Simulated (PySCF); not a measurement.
# SnF₄: stationary points from several starts

Which structure of SnF₄ lies lowest? The starts are tetrahedral, square planar and see-saw; the spin state tried: singlet. Each end point is tested by its vibrations.

Program: PySCF 2.14.0. Level of theory: PBE0, basis Sn def2-SVP with ECP28, F def2-SVP, scalar-relativistic core potentials, no spin–orbit coupling, density fitting. These are calculated values, not measurements.

## 1. Starting geometry

5 atoms, charge 0, spin multiplicity 1.

Bond lengths: Sn1–F2 2.040 Å, Sn1–F3 2.040 Å, Sn1–F4 2.040 Å, Sn1–F5 2.040 Å. Angles: F2–Sn1–F3 109.5°, F2–Sn1–F4 109.5°, F2–Sn1–F5 109.5°, F3–Sn1–F4 109.5°, F3–Sn1–F5 109.5°, F4–Sn1–F5 109.5°.

```xyz
5
charge 0 multiplicity 1
Sn    0.0000    0.0000    0.0000
F     1.6656    0.0000    1.1778
F    -1.6656    0.0000    1.1778
F     0.0000    1.6657   -1.1778
F     0.0000   -1.6656   -1.1778
```

## 2. Tetrahedral start, singlet: relaxation

The steps below are one call of a driver around PySCF. For each, scf.py gives the equivalent set-up of the SCF; relaxations use the driver's own optimiser. Before each start the driver seeks the lowest SCF state from one or more starting densities and follows internal instabilities, so scf.py alone need not reach the same state.

The program finds Td symmetry in the start, which this walk keeps.

Input file scf.py:

```python
from pyscf import gto, scf, dft
mol = gto.M(atom='''
Sn     0.000000    -0.000000    -0.000000
F      1.665640    -0.000040     1.177785
F     -1.665640    -0.000000     1.177785
F      0.000020     1.665660    -1.177757
F     -0.000020    -1.665620    -1.177814''',
    basis={'Sn': 'def2-SVP', 'F': 'def2-SVP'},
    ecp={'Sn': 'def2-SVP'},
    charge=0, spin=0)
mf = dft.RKS(mol, xc='PBE0')
mf.grids.atom_grid = (50, 194)
aux = {'Sn': 'def2-universal-JKFIT', 'F': 'def2-universal-JKFIT'}
mf = mf.density_fit(auxbasis=aux)
mf.kernel()
```

Further steps of the session: Vibrations and properties at this point; Relaxation: square planar start, singlet; Hessian and properties; Leaving the saddle point; Relaxing the singlet from the see-saw start.

**Question.** What will these runs give? Wanted: lowest minimum; geometry; wavenumbers; dipole moment; highest occupied, lowest empty level; polar-tensor charge of Sn1; zero-point energy; atomisation energy.

The runs gave:

| quantity | value |
| --- | --- |
| lowest minimum | singlet, Td |
| geometry | Sn–F 1.902 Å (×4); F–Sn–F 109.5° (×6) |
| wavenumbers (cm⁻¹) | 124 (e), 172 (t2), 647 (a1), 695 (t2) |
| dipole moment | 0.00 D |
| highest occupied, lowest empty level | -12.04, -3.74 eV |
| polar-tensor charge of Sn1 | +2.30 e |
| zero-point energy | 20.9 kJ/mol |
| entropy at 298.15 K | 328.7 J/(mol K) |
| atomisation energy (no zero-point energy) | 1596 kJ/mol |

In words: The lowest minimum found is the singlet of Td symmetry. In the infrared the band at 695 cm⁻¹ (t2, stretch) leads. The dipole vanishes although Sn1 carries +2.3 e by the polar tensor: the bond dipoles cancel. A search over typed starts can miss a lower isomer.
